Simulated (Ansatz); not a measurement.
**CH₃GaO: ionisation energy by level of theory**

An exercise on one series of results from a longer session: the logs are not shown, and one member is left open.

Method: unrestricted cation, the program's frozen cores in correlated methods; program: Ansatz 0.2.0, Gaussian basis.

The runs, in order: UKS PBE-D4/def2-TZVPP; UKS r2SCAN-D4/def2-TZVPP; UKS PBE0-D4/def2-TZVPP; UKS B3LYP-D4/def2-TZVPP; UKS wB97X-V/def2-TZVPP; UKS wB97M-V/def2-TZVPP; UKS B2PLYP/def2-TZVPP; UHF-CCSD(T)/def2-TZVPP; UHF-MP2/def2-QZVPP; extrapolation to the limit; then −ε(HOMO) from the neutral's earlier runs with LDA (SPW92), PBE-D4, revPBE-D4, BLYP-D4, r2SCAN-D4, B97M-V, PBE0-D4, B3LYP-D4, r2SCANh-D4, r2SCAN0-D4, HSE06-D4, BHLYP-D4, CAM-B3LYP-D4, LC-ωPBE, ωB97X-V, ωB97M-V.

## Structure used throughout

The geometry comes from an earlier relaxation with PBE0-D4 in a triple-zeta def2 set; it is a stationary point.

SMILES `O=[CH][GaH2]`, 6 atoms, charge 0, spin multiplicity 1.

Atoms are counted from 1 here; the program's logs count them from 0.

Bond lengths: O1–C2 1.210 Å, C2–Ga3 2.014 Å, C2–H4 1.116 Å, Ga3–H5 1.566 Å, Ga3–H6 1.566 Å. Angles: O1–C2–Ga3 111.7°, O1–C2–H4 119.0°, Ga3–C2–H4 129.3°, C2–Ga3–H5 118.4°, C2–Ga3–H6 118.4°, H5–Ga3–H6 122.4°.

Set-up of the first run:

in.yaml

```yaml
crystal:
  periodic: [false, false, false]
  atoms:
    - {symbol: O, position_ang: [0.129496, -1.671103, 0.763385]}
    - {symbol: C, position_ang: [-0.434045, -0.980321, -0.055209]}
    - {symbol: Ga, position_ang: [0.300828, 0.894314, -0.077760]}
    - {symbol: H, position_ang: [-1.249400, -1.427717, -0.671383]}
    - {symbol: H, position_ang: [1.567469, 1.188411, -0.950378]}
    - {symbol: H, position_ang: [-0.272348, 1.932315, 0.945145]}
basis:
  gaussian: {orbitals: def2-TZVPP}
total_charge: 1
magnetization: {spin_polarized: true, initial_magnetization: 1}
hamiltonian: {xc: pbe, dispersion: d4}
```

Launch:

```bash
> ansatz run in.yaml --threads 2 --pin off --events-out ev --progress --plain --max-ram 4352MiB
```

Steps of the session up to this table: Cation, UKS PBE-D4/def2-TZVPP; Cation, UKS r2SCAN-D4/def2-TZVPP; Cation, UKS PBE0-D4/def2-TZVPP; Cation, UKS B3LYP-D4/def2-TZVPP; Cation, UKS wB97X-V/def2-TZVPP; Cation, UKS wB97M-V/def2-TZVPP; Cation, UKS B2PLYP (frozen core)/def2-TZVPP; Cation, UHF-CCSD(T)/def2-TZVPP; Cation, UHF-MP2/def2-QZVPP.

One of the session's tables, all rows but one given; the rest of the session is left out.

It belongs to the step «Ionisation energies side by side». Orbital estimates, from the neutral's runs:

| functional | −ε(HOMO) (eV) |
| --- | --- |
| LDA (SPW92) | ? |
| PBE-D4 | 5.37 |
| revPBE-D4 | 5.31 |
| BLYP-D4 | 5.30 |
| r2SCAN-D4 | 5.59 |
| B97M-V | 5.70 |
| PBE0-D4 | 6.67 |
| B3LYP-D4 | 6.49 |
| r2SCANh-D4 | 6.08 |
| r2SCAN0-D4 | 6.84 |
| HSE06-D4 | 6.26 |
| BHLYP-D4 | 7.97 |
| CAM-B3LYP-D4 | 8.04 |
| LC-ωPBE | 9.29 |
| ωB97X-V | 8.99 |
| ωB97M-V | 8.90 |

**Question.** Estimate the row for LDA (SPW92).

As computed: −ε(HOMO) (eV): 5.51. In the column «−ε(HOMO) (eV)» it lies between PBE-D4 (5.37) and r2SCAN-D4 (5.59).
